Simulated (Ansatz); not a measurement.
# C3H11BO: the cost of one run

All numbers below are computed with Ansatz 0.2.0 (RKS BLYP/def2-SVP).

**1. The system as given**

Bond lengths: B1–O2 1.750 Å, B1–C3 1.596 Å, B1–C4 1.600 Å, B1–C6 1.855 Å, O2–H7 0.956 Å, C3–H8 1.088 Å, C3–H9 1.087 Å, C3–H10 1.088 Å, C4–H11 1.089 Å, C4–H12 1.090 Å, C4–H13 1.088 Å, C6–H14 1.090 Å, C6–H15 1.091 Å, C6–H16 1.089 Å. Angles (14 of 25 angles, heavy atoms first): O2–B1–C3 108.2°, O2–B1–C4 109.1°, O2–B1–C6 93.9°, C3–B1–C4 120.3°, C3–B1–C6 111.3°, C4–B1–C6 110.7°, B1–O2–H7 106.9°, B1–C3–H8 111.4°, B1–C3–H9 112.2°, B1–C3–H10 111.6°, B1–C4–H11 113.4°, B1–C4–H12 111.4°, B1–C4–H13 111.0°, B1–C6–H14 117.1°.

As a file:

```xyz
16

B     0.1385   -0.1239   -0.1445
O     1.7149    0.6338   -0.0838
C     0.3238   -1.6840    0.1346
C    -0.6332    0.3749   -1.4545
H     0.7660    0.8497    0.7432
C    -0.4860    0.7610    1.3620
H     1.7247    1.3103   -0.7594
H     0.7963   -2.1847   -0.7073
H     0.9449   -1.8747    1.0062
H    -0.6318   -2.1774    0.3005
H    -0.7559    1.4563   -1.4985
H    -0.1140    0.0687   -2.3630
H    -1.6294   -0.0599   -1.5098
H    -0.0459    0.4830    2.3196
H    -0.6284    1.8411    1.3058
H    -1.4844    0.3258    1.3488
```

**2. A restrained relaxation towards end A**

Springs on the bonds that form and break draw the guess towards this end; the thresholds are loose.

input.yaml

```yaml
crystal:
  periodic: [false, false, false]
  atoms:
    - { symbol: B, position_ang: [0.1385, -0.1239, -0.1445] }
    - { symbol: O, position_ang: [1.7149, 0.6338, -0.0838] }
    - { symbol: C, position_ang: [0.3238, -1.684, 0.1346] }
    - { symbol: C, position_ang: [-0.6332, 0.3749, -1.4545] }
    - { symbol: H, position_ang: [0.766, 0.8497, 0.7432] }
    - { symbol: C, position_ang: [-0.486, 0.761, 1.362] }
    - { symbol: H, position_ang: [1.7247, 1.3103, -0.7594] }
    - { symbol: H, position_ang: [0.7963, -2.1847, -0.7073] }
    - { symbol: H, position_ang: [0.9449, -1.8747, 1.0062] }
    - { symbol: H, position_ang: [-0.6318, -2.1774, 0.3005] }
    - { symbol: H, position_ang: [-0.7559, 1.4563, -1.4985] }
    - { symbol: H, position_ang: [-0.114, 0.0687, -2.363] }
    - { symbol: H, position_ang: [-1.6294, -0.0599, -1.5098] }
    - { symbol: H, position_ang: [-0.0459, 0.483, 2.3196] }
    - { symbol: H, position_ang: [-0.6284, 1.8411, 1.3058] }
    - { symbol: H, position_ang: [-1.4844, 0.3258, 1.3488] }
basis:
  gaussian: { orbitals: def2-SVP }
hamiltonian:
  xc: blyp
relax:
  f_tol: 0.15
  max_steps: 25
  restrain:
    - { distance: [0, 5], at: 2.9, k: 30.0 }
    - { distance: [4, 1], at: 2.27, k: 30.0 }
    - { distance: [0, 1], at: 1.5, k: 30.0 }
    - { distance: [4, 5], at: 1.07, k: 30.0 }
```

Launch:

```bash
$ ansatz run input.yaml --threads 4 --pin off --max-ram 5120MiB --backend cpu --events-out ev --progress --plain --runs-dir out
```

**Question.** How long does this run take on 4 threads of Arm Neoverse N1, shared host, and how much memory does it need?

About 20 s, with a peak of 0.17 GiB.
